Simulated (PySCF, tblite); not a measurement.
# C5H12BNO: geometry, infrared bands and NMR shifts

Aim: predict the infrared bands and NMR shifts of C5H12BNO (`C=C(C)CCOBN`).

The runs use tblite 0.8.0 and PySCF 2.14.0, with density-fitted response routines of our own; the level of theory stands in each step. All values are computed, except where a source is named. Atoms are numbered from 0 throughout.

## (1) Starting geometry

20 atoms, charge 0, multiplicity 1; geometry from: force field or distance geometry start.

Bonds of the start (Å): C0–C1 1.33, C1–C2 1.49, C1–C3 1.48, C3–C4 1.51, C4–O5 1.38, O5–B6 1.47, B6–N7 1.53, C0–H8 1.09, C0–H9 1.09, C2–H10 1.10, C2–H11 1.10, C2–H12 1.12, C3–H13 1.11, C3–H14 1.11, C4–H15 1.12, C4–H16 1.10, B6–H17 1.18, N7–H18 1.04, N7–H19 1.04.

## (2) Geometry optimisation with GFN2-xTB

Job settings and geometry (Å):

```
{"job": {"kind": "relax", "xc": "GFN2-xTB", "basis": "xTB"}, "charge": 0, "multiplicity": 1}
C     -2.722600     1.314800    -0.068100
C     -1.916400     0.253600    -0.106500
C     -2.396800    -0.966200    -0.805600
C     -0.593900     0.346100     0.558400
C      0.534600     0.114500    -0.418300
O      1.715100     0.219700     0.292100
B      2.896100     0.025400    -0.568600
N      3.961000    -0.937400    -0.035900
H     -3.703000     1.305600    -0.535100
H     -2.422700     2.232600     0.446500
H     -1.610600    -1.380400    -1.456700
H     -2.737000    -1.749400    -0.117900
H     -3.295000    -0.724400    -1.434900
H     -0.475600     1.385700     0.918200
H     -0.494100    -0.311600     1.448700
H      0.493600    -0.928900    -0.831000
H      0.499500     0.803800    -1.276800
H      3.231200     0.833200    -1.362000
H      4.363100    -0.637700     0.876400
H      4.668500    -1.188200    -0.755000
```

On the command line:

```bash
$ OMP_NUM_THREADS=1 python probes_run.py task.json out
```

One launch serves the whole session: the jobs run in the order shown.

Standard output:

```text
step      E/eV     max force
  0    -681.05976    3.495
  1    -681.47901    1.748
  2    -681.65762    1.599
  3    -681.72902    1.024
  4    -681.80665    0.802
  5    -681.88844    0.961
  6    -681.97994    1.258
  7    -682.04342    1.290
  8    -682.14106    1.173
  9    -682.23796    0.974
 10    -682.30043    0.958
 11    -682.35014    0.667
 12    -682.38231    0.382
 13    -682.39738    0.791
 14    -682.40053    0.929
 15    -682.42366    0.317
 16    -682.43403    0.303
 17    -682.45122    0.314
 18    -682.46284    0.418
 19    -682.47845    0.351
 20    -682.49215    0.242
 21    -682.50173    0.235
 22    -682.50966    0.267
 23    -682.51582    0.327
 24    -682.51880    0.330
 25    -682.52194    0.138
 26    -682.52477    0.124
 27    -682.52841    0.162
 28    -682.53234    0.168
 29    -682.53609    0.144
 30    -682.53970    0.133
 31    -682.54493    0.164
 32    -682.54989    0.150
 33    -682.55346    0.142
 34    -682.55629    0.125
 35    -682.55930    0.127
 36    -682.56261    0.165
 37    -682.56629    0.173
 38    -682.56981    0.149
 39    -682.57264    0.134
 40    -682.57545    0.107
 41    -682.57890    0.163
 42    -682.58252    0.166
 43    -682.58611    0.137
 44    -682.58920    0.109
 45    -682.59190    0.119
 46    -682.59410    0.114
 47    -682.59596    0.092
 48    -682.59733    0.083
 49    -682.59886    0.092
 50    -682.60014    0.067
 51    -682.60110    0.059
 52    -682.60186    0.063
 53    -682.60281    0.072
 54    -682.60399    0.081
 55    -682.60516    0.089
 56    -682.60606    0.060
 57    -682.60669    0.056
 58    -682.60725    0.053
 59    -682.60777    0.045
 60    -682.60817    0.041
 61    -682.60849    0.040
 62    -682.60882    0.049
 63    -682.60913    0.035
 64    -682.60935    0.028
 65    -682.60948    0.030
 66    -682.60960    0.030
 67    -682.60976    0.026
 68    -682.60994    0.032
 69    -682.61014    0.033
 70    -682.61034    0.043
 71    -682.61055    0.045
 72    -682.61074    0.038
 73    -682.61089    0.028
 74    -682.61101    0.026
 75    -682.61116    0.030
 76    -682.61132    0.030
 77    -682.61147    0.024
 78    -682.61159    0.025
 79    -682.61171    0.027
 80    -682.61187    0.032
 81    -682.61206    0.034
 82    -682.61225    0.034
 83    -682.61247    0.043
 84    -682.61277    0.057
 85    -682.61320    0.059
 86    -682.61367    0.042
 87    -682.61401    0.039
 88    -682.61424    0.035
 89    -682.61450    0.044
 90    -682.61494    0.058
 91    -682.61548    0.054
 92    -682.61592    0.045
 93    -682.61619    0.043
 94    -682.61643    0.037
 95    -682.61670    0.040
 96    -682.61703    0.038
 97    -682.61733    0.036
 98    -682.61761    0.036
 99    -682.61795    0.047
100    -682.61840    0.061
101    -682.61881    0.055
102    -682.61918    0.040
103    -682.61936    0.036
104    -682.61945    0.023
105    -682.61956    0.023
106    -682.61979    0.031
107    -682.61989    0.031
108    -682.62003    0.027
109    -682.62016    0.027
110    -682.62032    0.025
111    -682.62049    0.027
112    -682.62070    0.031
113    -682.62094    0.037
114    -682.62122    0.043
115    -682.62150    0.040
116    -682.62178    0.034
117    -682.62208    0.041
118    -682.62247    0.051
119    -682.62304    0.062
120    -682.62386    0.065
121    -682.62492    0.076
122    -682.62611    0.091
123    -682.62602    0.169
124    -682.62769    0.182
125    -682.62821    0.097
126    -682.62920    0.042
127    -682.62995    0.105
128    -682.63049    0.052
129    -682.63149    0.048
130    -682.63251    0.124
131    -682.63345    0.085
132    -682.63408    0.096
133    -682.63488    0.077
134    -682.63535    0.060
135    -682.63563    0.061
136    -682.63590    0.045
137    -682.63619    0.040
138    -682.63651    0.032
139    -682.63669    0.038
140    -682.63706    0.040
141    -682.63755    0.057
142    -682.63803    0.058
143    -682.63839    0.085
144    -682.63892    0.038
145    -682.63928    0.078
146    -682.63960    0.038
147    -682.63988    0.028
148    -682.64026    0.038
149    -682.64056    0.034
150    -682.64081    0.042
151    -682.64107    0.041
152    -682.64137    0.035
153    -682.64162    0.071
154    -682.64198    0.046
155    -682.64230    0.035
156    -682.64245    0.083
157    -682.64267    0.036
158    -682.64286    0.039
159    -682.64312    0.039
160    -682.64340    0.038
161    -682.64364    0.032
162    -682.64385    0.053
163    -682.64401    0.059
164    -682.64419    0.033
165    -682.64438    0.032
166    -682.64464    0.030
167    -682.64495    0.036
168    -682.64525    0.048
169    -682.64555    0.051
170    -682.64594    0.042
171    -682.64649    0.047
172    -682.64729    0.045
173    -682.64786    0.046
174    -682.64837    0.047
175    -682.64884    0.054
176    -682.64944    0.050
177    -682.65009    0.051
178    -682.65069    0.050
179    -682.65123    0.039
180    -682.65160    0.033
181    -682.65186    0.049
182    -682.65210    0.044
183    -682.65241    0.037
184    -682.65276    0.033
185    -682.65298    0.030
186    -682.65314    0.033
187    -682.65326    0.033
188    -682.65336    0.041
189    -682.65346    0.035
190    -682.65352    0.031
191    -682.65356    0.017
192    -682.65359    0.018
193    -682.65362    0.019
194    -682.65364    0.021
195    -682.65365    0.020
196    -682.65366    0.013
197    -682.65369    0.012
198    -682.65372    0.010
199    -682.65375    0.012
200    -682.65377    0.014
201    -682.65379    0.016
202    -682.65381    0.017
203    -682.65382    0.015
204    -682.65384    0.013
205    -682.65386    0.010
```

It took 3.9 s on 1 thread of Intel Xeon at 2.50GHz, shared host; peak memory 0.18 GiB.

Along the way: (not every step is listed)

| step | energy from step 0 (eV) | largest force (eV/Å) |
| --- | --- | --- |
| 0 | 0.0000 | 3.4947 |
| 1 | -0.4193 | 1.7483 |
| 2 | -0.5979 | 1.5989 |
| 3 | -0.6693 | 1.0237 |
| 4 | -0.7469 | 0.8024 |
| 5 | -0.8287 | 0.9609 |
| 6 | -0.9202 | 1.2580 |
| 7 | -0.9837 | 1.2895 |
| 8 | -1.0813 | 1.1728 |
| 27 | -1.4687 | 0.1617 |
| 46 | -1.5343 | 0.1138 |
| 65 | -1.5497 | 0.0304 |
| 84 | -1.5530 | 0.0569 |
| 103 | -1.5596 | 0.0362 |
| 122 | -1.5664 | 0.0910 |
| 141 | -1.5778 | 0.0570 |
| 160 | -1.5836 | 0.0379 |
| 179 | -1.5915 | 0.0389 |
| 198 | -1.5940 | 0.0105 |
| 200 | -1.5940 | 0.0136 |
| 201 | -1.5940 | 0.0160 |
| 202 | -1.5941 | 0.0171 |
| 203 | -1.5941 | 0.0146 |
| 204 | -1.5941 | 0.0128 |
| 205 | -1.5941 | 0.0099 |

Distances of close pairs at the start and the end, largest changes first:

```csv
bond,before (Å),after (Å),change (Å)
B6–N7,1.531,1.395,-0.136
O5–B6,1.474,1.359,-0.115
N7–H19,1.040,1.003,-0.037
N7–H18,1.041,1.005,-0.037
C2–H12,1.123,1.087,-0.036
C3–C4,1.510,1.538,+0.028
C4–H15,1.123,1.096,-0.027
C4–O5,1.382,1.403,+0.021
```

The next job starts from the end point, and lists it.

## (3) Harmonic vibrations with GFN2-xTB

Job settings and geometry (Å):

```
{"job": {"kind": "ir", "xc": "GFN2-xTB", "basis": "xTB"}, "charge": 0, "multiplicity": 1}
C     -2.213051     1.549361    -0.251619
C     -1.808397     0.293061    -0.154294
C     -2.691803    -0.862350    -0.514940
C     -0.424703    -0.058314     0.315263
C      0.487661    -0.481110    -0.848630
O      1.788782    -0.748224    -0.397835
B      2.737626     0.220401    -0.307516
N      3.972014    -0.146073     0.229687
H     -3.201377     1.804747    -0.595536
H     -1.573476     2.374981     0.010799
H     -2.267419    -1.416288    -1.351130
H     -2.779246    -1.549186     0.326001
H     -3.684614    -0.519586    -0.793686
H      0.038524     0.802236     0.801919
H     -0.465427    -0.878280     1.035821
H      0.114976    -1.403728    -1.307549
H      0.491492     0.313550    -1.606945
H      2.557932     1.327844    -0.672511
H      4.156921    -1.083126     0.540762
H      4.758436     0.470763     0.309812
```

Standard output:

```text
mode    cm-1     km/mol
  1      20.7      0.17
  2      47.9      0.13
  3      61.1      0.12
  4      97.7      1.28
  5     132.8      0.34
  6     191.4      0.13
  7     256.0      7.65
  8     319.3      0.82
  9     391.9      0.32
 10     434.1      1.45
 11     437.6    151.71
 12     469.7      4.20
 13     538.2     23.49
 14     554.9     91.42
 15     706.6      0.45
 16     796.1      4.31
 17     810.8      8.70
 18     815.2     54.17
 19     887.3      2.22
 20     895.8     30.25
 21     963.3      2.21
 22     996.4     31.46
 23    1010.6     12.74
 24    1036.4      1.73
 25    1049.3     12.35
 26    1073.6     28.72
 27    1082.0     23.44
 28    1163.1     77.03
 29    1206.5    100.84
 30    1266.5      1.56
 31    1274.4      3.16
 32    1291.0     40.60
 33    1333.1    380.14
 34    1352.7    152.67
 35    1398.6      2.78
 36    1422.4      5.63
 37    1473.5      0.49
 38    1477.0      0.98
 39    1482.4      5.07
 40    1490.8      4.22
 41    1524.8    167.98
 42    1730.1     25.42
 43    2536.8    181.27
 44    2882.0     55.00
 45    2922.5     38.80
 46    2973.1     37.70
 47    2988.7     35.87
 48    3005.8     32.28
 49    3019.9     32.30
 50    3048.6     30.92
 51    3101.6     22.56
 52    3125.0     54.76
 53    3517.1      3.49
 54    3568.4      0.55
```

It took 1.9 s on 1 thread of Intel Xeon at 2.50GHz, shared host; peak memory 0.18 GiB.

The strongest bands and the atoms that carry them (share of the mass-weighted mode):

```
cm⁻¹  km/mol                                atoms
 438   151.7                    H19 79 %, N7 12 %
 555    91.4           H18 54 %, B6 12 %, O5 10 %
1163    77.0            O5 24 %, C4 19 %, B6 13 %
1206   100.8  H14 23 %, O5 18 %, C4 16 %, B6 11 %
1333   380.1          B6 37 %, H16 14 %, H15 13 %
1353   152.7          B6 26 %, H15 18 %, H16 16 %
1525   168.0          H18 39 %, H19 38 %, N7 18 %
2537   181.3                             H17 92 %
```

## (4) NMR shieldings: PBE0/pcSseg-1

Settings changed since step 3:

```diff
@@ -1,2 +1,2 @@
-{"job": {"kind": "ir", "xc": "GFN2-xTB", "basis": "xTB"}, "charge": 0, "multiplicity": 1}
+{"job": {"kind": "nmr", "xc": "PBE0", "basis": "pcSseg-1"}, "charge": 0, "multiplicity": 1}
 C     -2.213051     1.549361    -0.251619
```

With the program's defaults for keys left out, this is: GIAO PBE0/pcSseg-1 NMR shielding, non-relativistic, gas phase.

Standard output:

```text
coarse grid: 16104 points
cycle   1  E = -352.0228826271  dE =  9.058e-01  |g| = 7.100e-01  |ddm| = 3.796e+00
cycle   2  E = -351.9510168175  dE =  7.187e-02  |g| = 9.626e-01  |ddm| = 1.424e+00
cycle   3  E = -352.1267445206  dE = -1.757e-01  |g| = 1.272e-01  |ddm| = 9.201e-01
cycle   4  E = -352.1296681599  dE = -2.924e-03  |g| = 3.691e-02  |ddm| = 1.138e-01
cycle   5  E = -352.1299253127  dE = -2.572e-04  |g| = 1.332e-02  |ddm| = 3.359e-02
cycle   6  E = -352.1299638409  dE = -3.853e-05  |g| = 2.528e-03  |ddm| = 9.933e-03
cycle   7  E = -352.1299651629  dE = -1.322e-06  |g| = 6.796e-04  |ddm| = 2.296e-03
final grid: 153912 points
cycle   8  E = -352.1846423684  dE = -4.523e-05  |g| = 1.198e-02  |ddm| = 3.066e-02
cycle   9  E = -352.1846168355  dE =  2.553e-05  |g| = 1.691e-02  |ddm| = 1.931e-02
cycle  10  E = -352.1846721151  dE = -5.528e-05  |g| = 2.007e-03  |ddm| = 1.185e-02
cycle  11  E = -352.1846729859  dE = -8.708e-07  |g| = 1.778e-04  |ddm| = 1.770e-03
cycle  12  E = -352.1846729912  dE = -5.296e-09  |g| = 9.382e-05  |ddm| = 2.062e-04
cycle  13  E = -352.1846729930  dE = -1.819e-09  |g| = 3.617e-05  |ddm| = 9.672e-05
cycle  14  E = -352.1846729933  dE = -3.106e-10  |g| = 1.051e-05  |ddm| = 3.795e-05
converged SCF energy = -352.1846729933

GIAO shielding tensors (ppm)
atom      isotropic    diamagn.    paramagn.     s11        s22        s33       span
  0 C       67.768     252.664    -184.896    -35.265     96.877    141.692    176.957
  1 C       35.503     262.221    -226.718    -87.968     32.035    162.443    250.411
  2 C      161.123     245.423     -84.300    142.771    153.854    186.745     43.974
  3 C      138.425     250.385    -111.960    114.776    132.652    167.847     53.070
  4 C      113.442     247.156    -133.714     83.169     98.616    158.541     75.372
  5 O      203.651     396.048    -192.397     65.063    221.335    324.556    259.493
  6 B       74.181     197.336    -123.155     48.389     76.938     97.218     48.829
  7 N      186.690     316.831    -130.141    111.572    208.042    240.456    128.885
  8 H       26.581      30.374      -3.793     23.797     25.303     30.645      6.848
  9 H       26.589      33.045      -6.456     23.521     25.203     31.044      7.522
 10 H       29.800      29.447       0.353     25.397     29.739     34.264      8.867
 11 H       29.973      28.682       1.291     26.164     28.477     35.279      9.114
 12 H       29.862      28.467       1.395     25.952     28.473     35.161      9.209
 13 H       29.488      35.362      -5.875     26.028     30.286     32.148      6.119
 14 H       29.279      33.714      -4.435     26.468     29.431     31.938      5.469
 15 H       27.357      31.882      -4.526     22.165     28.452     31.452      9.286
 16 H       27.897      33.064      -5.167     23.874     29.256     30.562      6.687
 17 H       27.502      32.533      -5.031     25.464     28.044     28.998      3.534
 18 H       28.804      31.323      -2.519     23.411     26.296     36.705     13.294
 19 H       28.830      28.741       0.089     23.905     25.430     37.156     13.251
```

Wall time 1.7 min (1 thread of Intel Xeon at 2.50GHz, shared host); peak memory 0.82 GiB.

Shifts follow as δ = σ(reference) − σ, with reference shieldings (ppm) from runs at the same level and on the same kind of geometry: ¹H TMS 31.72, ¹³C TMS 186.9, ¹⁵N NH3 267.7, ¹⁷O H2O 336.1, ¹¹B BF3·OEt2 100.1. The references are single molecules in the gas phase, so shifts against H2O, NH3, PH3, H3PO4 or CFCl3 are not on the usual liquid scales and can be off by tens of ppm. Atoms listed in one row are averaged.

```
        atoms                           environment  σ (ppm)  δ (ppm)  δ scaled to CDCl3
           C1       fully substituted alkene carbon     35.5    151.4              145.9
           C0                  terminal =CH2 carbon     67.8    119.2              114.4
           C4                   sp3 CH2 bonded to O    113.4     73.5               69.8
           C3                       allylic sp3 CH2    138.4     48.5               45.4
           C2                 allylic methyl carbon    161.1     25.8               23.3
           H8    hydrogen on a terminal =CH2 carbon    26.58     5.14               4.95
           H9    hydrogen on a terminal =CH2 carbon    26.59     5.13               4.94
          H17    hydrogen on a boron bonded to N, O    27.50     4.22                  –
     H15, H16    hydrogen on an sp3 CH2 bonded to O    27.63     4.09               3.96
     H18, H19    hydrogen on a nitrogen bonded to B    28.82     2.90                  –
     H13, H14        hydrogen on an allylic sp3 CH2    29.38     2.33               2.31
H10, H11, H12  hydrogen on an allylic methyl carbon    29.88     1.84               1.84
           O5                 oxygen bonded to C, B    203.7    132.4                  –
           B6               boron bonded to N, O, H     74.2     25.9                  –
           N7             nitrogen bonded to B, 2 H    186.7     81.0                  –
```

The scaled column applies a straight-line fit of computed shieldings to shifts measured in CDCl3 (root-mean-square error 0.16 ppm for H, 1.9 ppm for C).

Charges from the same density, by scheme (e):

```
atoms  Mulliken    IAO  Hirshfeld  ESP fit
   C0     -0.06  -0.34      -0.12    -0.61
   C1     -0.47   0.03       0.02     0.23
   C2     -0.15  -0.42      -0.12    -0.46
   C3     -0.16  -0.27      -0.08    -0.22
   C4      0.11  -0.03       0.01     0.27
   O5     -0.51  -0.41      -0.18    -0.48
   B6      0.39   0.25       0.16     0.58
   N7     -0.46  -0.58      -0.26    -1.03
```

Mayer bond orders: C0–C1 1.98, C1–C2 1.04, C1–C3 1.03, C3–C4 1.01, C4–O5 0.88, O5–B6 1.13, B6–N7 1.30.

The fields below are evaluated on a grid from the run's orbitals.

Frontier orbitals at PBE0/pcSseg-1, with the share of their density that lies nearest to each atom:

```
orbital  energy (eV)                                  lies on
   HOMO        -7.02                C0 29 %; C1 21 %; O5 10 %
   LUMO         0.50  C1 32 %; C0 26 %; H8, H9 about 9 % each
```

ELF in a plane through or near 10 of the atoms.

Values, 10 rows by 14 columns:
```
0.00 0.00 0.00 0.00 0.00 0.00 0.00 0.00 0.00 0.00 0.00 0.00 0.00 0.00
0.00 0.00 0.00 0.00 0.00 0.00 0.00 0.00 0.03 0.00 0.00 0.00 0.00 0.00
0.00 0.00 0.00 0.00 0.02 0.02 0.00 0.09 0.99 0.32 0.31 0.00 0.00 0.00
0.00 0.00 0.05 0.00 0.76 0.89 0.00 0.01 0.91 0.40 0.99 0.21 0.00 0.00
0.00 0.04 0.98 0.60 0.31 0.39 0.04 0.37 0.56 0.69 0.05 0.00 0.00 0.00
0.00 0.00 0.32 0.28 0.50 0.83 0.48 0.84 0.63 0.88 0.98 0.95 0.00 0.00
0.00 0.00 0.19 0.82 0.03 0.91 0.19 0.22 0.03 0.46 0.72 0.54 0.00 0.00
0.00 0.00 0.00 0.02 0.00 0.22 0.01 0.09 0.02 0.18 0.05 0.00 0.00 0.00
0.00 0.00 0.00 0.00 0.00 0.00 0.00 0.00 0.00 0.00 0.00 0.00 0.00 0.00
0.00 0.00 0.00 0.00 0.00 0.00 0.00 0.00 0.00 0.00 0.00 0.00 0.00 0.00
```
The map spans 14.8 Å across and 9.9 Å up, centred on the molecule. Atoms in the plane (x, y in Å): C0 (2.2, 1.5), C1 (1.8, 0.3), C2 (2.7, -0.9), O5 (-1.8, -0.7), B6 (-2.7, 0.2), N7 (-4.0, -0.1), H8 (3.2, 1.7), H9 (1.6, 2.4), H12 (3.7, -0.6), H19 (-4.8, 0.6).

On the surface of density 0.002 e/bohr³ the electrostatic potential runs, from the 1st to the 99th percentile, from -1.22 V near O5 to 1.47 V near H19.

## (5) Results

| quantity | value |
| --- | --- |
| strongest single infrared mode (GFN2-xTB) | 1333 cm⁻¹, 380 km/mol |
| zero-point energy (GFN2-xTB) | 105.3 kcal/mol |
| ¹³C shifts against TMS (PBE0/pcSseg-1) | 151.4, 119.2, 73.5, 48.5, 25.8 ppm |
| ¹H shifts against TMS (PBE0/pcSseg-1, means over atoms taken as alike) | 5.14, 5.13, 4.22, 4.09, 2.90, 2.33, 1.84 ppm |
| ¹⁷O shifts against H2O (PBE0/pcSseg-1) | 132.4 ppm |
| ¹¹B shifts against BF3·OEt2 (PBE0/pcSseg-1) | 25.9 ppm |
| ¹⁵N shifts against NH3 (PBE0/pcSseg-1) | 81.0 ppm |
| surface potential, 1st and 99th percentile | -1.22 V and 1.47 V |

In words: Over 205 steps the energy fell by 1.594 eV; of the close pairs, B6–N7 changed most, 1.531 to 1.395 Å. All 54 modes are real, so the xTB geometry is a minimum. The strongest single mode, at 1333 cm⁻¹, has its largest shares on B6, H16 and H15 (the list is cut at 3 atoms). GFN2-xTB is a fitted tight-binding method: band positions and strengths are rough. Its intensities can rank the bands wrongly.
